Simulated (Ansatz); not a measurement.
# BrF (bromine fluoride): levels of theory compared

Wanted: a comparison of 5 runs (HF/STO-3G, B3LYP/STO-3G, BHLYP/STO-3G, HSE06/STO-3G, FCI/STO-3G) of BrF (bromine fluoride). 

Program for the calculation: Ansatz 0.2.0.

44 further runs of the same task are left out: 6 that didn't finish, 38 set aside as unsound or not needed.

### Step 1. The system as given

BrF has 2 atoms, charge 0, and is taken as a singlet. SMILES: `FBr`. The Br2–F1 distance was set to 2.192 Å, away from the relaxed value.

Bond lengths: F1–Br2 2.192 Å.

### Step 2. A single-point energy at HF/STO-3G (run 1)

job.yaml reads:

```yaml
crystal:
  periodic: [false, false, false]
  atoms:
    - symbol: F
      position_ang: [-0.000000, -0.000000, -0.415170]
    - symbol: Br
      position_ang: [0.000000, 0.000000, 1.776730]
basis:
  gaussian: {orbitals: STO-3G}
hamiltonian: {xc: hf}
accuracy: high
```

Run with:

```
$ ansatz run job.yaml --threads 1 --pin off --max-ram 3480MiB --events-out events.jsonl --progress --plain --runs-dir runs
```

Log:

```text
Warning: RAYON_NUM_THREADS=1 ignored (pool sized by the plan → 1); use --threads N
Functional definition: HF
  name "HF"
  exchange = exact_x
  correlation = 0
285 factors; integrals over basis functions are off by at most 2.6e-8 eV
mean field evaluation 1: about -71906.3590 eV, gradient 1.3e1 eV
mean field evaluation 2: about -71906.3946 eV, gradient 1.3e1 eV
mean field evaluation 4: about -71907.5787 eV, gradient 9.4e-2 eV
mean field evaluation 8: about -71907.5771 eV, gradient 6.9e-5 eV
mean field -71907.57711588 eV, -2642.5547183024 hartree, gradient 9.2e-8 eV, S^2 0.000000; 0 other end points of the search recorded, 0 dependent functions left out
reference -71907.57711588 eV, -2642.5547183024 hartree; 22, 22 occupied and 1, 1 virtual orbitals, 285 factors
Total energy: -71907.57711588 eV, -2642.5547183024 hartree
```

Run time: 0.1 s. Hardware: 1 thread of Intel Xeon 6975P-C (Granite Rapids), shared host.

### Step 3. A single-point energy at B3LYP/STO-3G (run 2)

run.yaml reads:

```yaml
basis:
  gaussian: {orbitals: STO-3G}
crystal:
  periodic: [false, false, false]
  atoms:
    - symbol: F
      position_ang: [-0.000000, -0.000000, -0.415170]
    - symbol: Br
      position_ang: [0.000000, 0.000000, 1.776730]
hamiltonian: {xc: {name: B3LYP}}
accuracy: high
```

Run with:

```
$ ansatz run run.yaml --threads 1 --pin off --max-ram 3480MiB --events-out events.jsonl --progress --plain --runs-dir runs
```

Log:

```text
Warning: RAYON_NUM_THREADS=1 ignored (pool sized by the plan → 1); use --threads N
Functional definition: B3LYP
  name "B3LYP"
  parameter a0 = 0.2
  parameter ax = 0.72
  parameter ac = 0.81
  exchange = (1 - a0 - ax)*slater_x + ax*b88_x + a0*exact_x
  correlation = (1 - ac)*vwn_rpa_c + ac*lyp_c
285 factors; integrals over basis functions are off by at most 2.6e-8 eV
mean field evaluation 1: about -71954.0358 eV, gradient 2.4e0 eV
mean field evaluation 2: about -71954.0294 eV, gradient 2.5e0 eV
mean field evaluation 4: about -71954.0613 eV, gradient 1.2e-2 eV
mean field evaluation 8: about -71954.0490 eV, gradient 1.4e-4 eV
mean field -71954.04895229 eV, -2644.2625267906 hartree, gradient 2.0e-8 eV, S^2 0.000000; 0 other end points of the search recorded, 0 dependent functions left out
reference -71954.04896931 eV, -2644.2625274160 hartree; 22, 22 occupied and 1, 1 virtual orbitals, 285 factors
Total energy: -71954.04896931 eV, -2644.2625274160 hartree
```

It took 0.4 s on 1 thread of Intel Xeon 6975P-C (Granite Rapids), shared host.

Run 3 isn't shown in full; the table further down has it.

### Step 4. A single-point energy at HSE06/STO-3G (run 4)

in.yaml reads:

```yaml
crystal:
  periodic: [false, false, false]
  atoms:
    - {symbol: F, position_ang: [-0.000000, -0.000000, -0.415170]}
    - {symbol: Br, position_ang: [0.000000, 0.000000, 1.776730]}
basis:
  gaussian:
    orbitals: STO-3G
total_charge: 0
hamiltonian:
  xc: {name: HSE06}
accuracy: high
```

Run with:

```
$ ansatz run in.yaml --threads 1 --pin off --max-ram 3480MiB --events-out events.jsonl --progress --plain --runs-dir runs
```

Log:

```text
Warning: RAYON_NUM_THREADS=1 ignored (pool sized by the plan → 1); use --threads N
Functional definition: HSE06
  name "HSE06"
  parameter a = 0.25
  parameter omega = 0.11/bohr
  exchange = pbe_x - a*pbe_x_sr(omega) + a*exact_x_sr(omega)
  correlation = pbe_c
285 factors; integrals over basis functions are off by at most 2.6e-8 eV
38 factors; integrals over basis functions are off by at most 3.8e-10 eV
mean field evaluation 1: about -71946.2974 eV, gradient 2.4e0 eV
mean field evaluation 2: about -71946.2244 eV, gradient 4.5e0 eV
mean field evaluation 4: about -71946.3253 eV, gradient 5.0e-3 eV
mean field evaluation 8: about -71946.3163 eV, gradient 3.3e-4 eV
mean field -71946.31634720 eV, -2643.9783587949 hartree, gradient 6.1e-8 eV, S^2 0.000000; 0 other end points of the search recorded, 0 dependent functions left out
reference -71946.31634810 eV, -2643.9783588279 hartree; 22, 22 occupied and 1, 1 virtual orbitals, 285 factors
Total energy: -71946.31634810 eV, -2643.9783588279 hartree
```

It took 0.44 s on 1 thread of Intel Xeon 6975P-C (Granite Rapids), shared host.

### Step 5. A single-point energy at FCI/STO-3G (run 5)

molecule.yaml reads:

```yaml
crystal:
  periodic: [false, false, false]
  atoms:
    - symbol: F
      position_ang: [-0.000000, -0.000000, -0.415170]
    - symbol: Br
      position_ang: [0.000000, 0.000000, 1.776730]
basis:
  gaussian:
    orbitals: STO-3G
correlation:
  method: fci
  frozen_orbitals: {Br: 9, F: 1}
accuracy: high
```

Run with:

```
$ ansatz run molecule.yaml --threads 1 --pin off --max-ram 3480MiB --events-out events.jsonl --progress --plain --runs-dir runs
```

Log (excerpt; [...] marks lines left out):

```text
Warning: RAYON_NUM_THREADS=1 ignored (pool sized by the plan → 1); use --threads N
[... 2 set-up lines as earlier in the session ...]
[...]
285 factors; integrals over basis functions are off by at most 2.6e-8 eV
[...]
mean field -71907.57711588 eV, -2642.5547183024 hartree, gradient 9.2e-8 eV, S^2 0.000000; 0 other end points of the search recorded, 0 dependent functions left out; unrestricted orbitals would lower it
[...]
unrestricted determinant -71909.54404735 eV, -2642.6270017006 hartree, S^2 0.8002
10 core orbitals not correlated: weight in the atoms' cores, before any rotation towards them, 1.000 or more for the frozen orbitals, at most 0.000 for the correlated occupied ones
reference -71907.57711588 eV, -2642.5547183024 hartree; 12, 12 occupied and 1, 1 virtual orbitals, 285 factors
state -71910.49963124 eV, -2642.6621187606 hartree
Total energy: -71910.49963124 eV, -2642.6621187606 hartree
```

It took 0.16 s on 1 thread of Intel Xeon 6975P-C (Granite Rapids), shared host.

### Step 6. Overview of the runs

```csv
run,level,frozen core orbitals,energy (Eh),wall time
1,HF/STO-3G,–,-2642.554718,0.1 s
2,B3LYP/STO-3G,–,-2644.262527,0.4 s
3,BHLYP/STO-3G,–,-2644.358819,0.36 s
4,HSE06/STO-3G,–,-2643.978359,0.44 s
5,FCI/STO-3G,10,-2642.662119,0.16 s
```

### Step 7. What came out

| quantity | value |
| --- | --- |
| run 5: total energy | -2642.66212 Eh |
| run 5: correlation energy (10 core orbitals frozen) | -107.4 mEh |

**Reading.** Against full CI in this basis: HF +107.4 mEh. Totals of different functionals can't be ranked against each other. In runs 1, 2, 3, 4, 5 the basis is minimal, so the values are rough. All runs together took 1.5 s, the longest 0.44 s.
